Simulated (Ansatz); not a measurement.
# C: the cost of one run

Computed with Ansatz 0.2.0 (DFT PBE, scalar-relativistic, plane waves, PAW, unless a step's input says otherwise).

A COD entry behind a cell of this session may itself be a prediction, so a difference from it is no test against experiment.

### Step 1. The starting structure

The structure is hexagonal, space group P6_3/mmc (No. 194). The conventional cell has a = 2.522 Å, b = 2.522 Å, c = 16.553 Å, α = 90.00°, β = 90.00°, γ = 120.00°. C (site symmetry 3m) has 4 C at 1.54 to 1.55 Å in its first shell of neighbours. C (site symmetry 3m) has 4 C at 1.55 Å in its first shell of neighbours. Around C (site symmetry 3m) lie 4 C at 1.55 to 1.57 Å.

As a file:

```xyz
16
Lattice="2.5217 0.0000 0.0000 -1.2609 2.1839 0.0000 0.0000 0.0000 16.5533" Properties=species:S:1:pos:R:3 pbc="T T T"
C     0.0000    0.0000    0.7731
C     0.0000    0.0000    9.0498
C     0.0000    0.0000    7.5035
C     0.0000    0.0000   15.7801
C     0.0000    1.4559    1.2891
C     1.2609    0.7280    9.5657
C     0.0000    1.4559    6.9875
C     1.2609    0.7280   15.2641
C     0.0000    1.4559    2.8344
C     1.2609    0.7280   11.1111
C     0.0000    1.4559    5.4422
C     1.2609    0.7280   13.7188
C     0.0000    1.4559   13.1998
C     1.2609    0.7280    4.9232
C     0.0000    1.4559   11.6301
C     1.2609    0.7280    3.3535
```

This cell was relaxed beforehand with the same method: volume 5.70 Å³/atom, gap on the mesh 4.40 eV.

### Step 2. The cell as listed, for comparison

input.yaml

```yaml
crystal:
  lattice:
    - [2.5221, 0.0, 0.0]
    - [-1.26105, 2.1842026709, 0.0]
    - [0.0, 0.0, 16.4743]
  atoms:
    - { symbol: C, position: [0.0, 0.0, 0.04688] }
    - { symbol: C, position: [0.0, 0.0, 0.54688] }
    - { symbol: C, position: [0.0, 0.0, 0.45312] }
    - { symbol: C, position: [0.0, 0.0, 0.95312] }
    - { symbol: C, position: [0.3333333333, 0.6666666667, 0.07813] }
    - { symbol: C, position: [0.6666666667, 0.3333333333, 0.57813] }
    - { symbol: C, position: [0.3333333333, 0.6666666667, 0.42187] }
    - { symbol: C, position: [0.6666666667, 0.3333333333, 0.92187] }
    - { symbol: C, position: [0.3333333333, 0.6666666667, 0.17188] }
    - { symbol: C, position: [0.6666666667, 0.3333333333, 0.67188] }
    - { symbol: C, position: [0.3333333333, 0.6666666667, 0.32812] }
    - { symbol: C, position: [0.6666666667, 0.3333333333, 0.82812] }
    - { symbol: C, position: [0.3333333333, 0.6666666667, 0.79688] }
    - { symbol: C, position: [0.6666666667, 0.3333333333, 0.29688] }
    - { symbol: C, position: [0.3333333333, 0.6666666667, 0.70312] }
    - { symbol: C, position: [0.6666666667, 0.3333333333, 0.20312] }
basis:
  ecutwfc: 420
kpoints:
  mp_grid: { grid: [12, 12, 2] }
hamiltonian:
  xc: pbe
scf:
  occupations: { method: gaussian, width: 0.02 }
output:
  forces: true
  stress: true
  eigenvalues: true
  populations: true
```

Started as:

```sh
$ ansatz run input.yaml --threads 4 --pin off --max-ram 10240MiB --backend cpu --events-out ev --progress --plain --runs-dir out
```

**Question.** How long does this run take on 4 threads of Intel Xeon at 2.50GHz (Skylake/Cascade Lake), shared host, and how much memory does it need?

About 6 s, with a peak of 0.51 GiB.
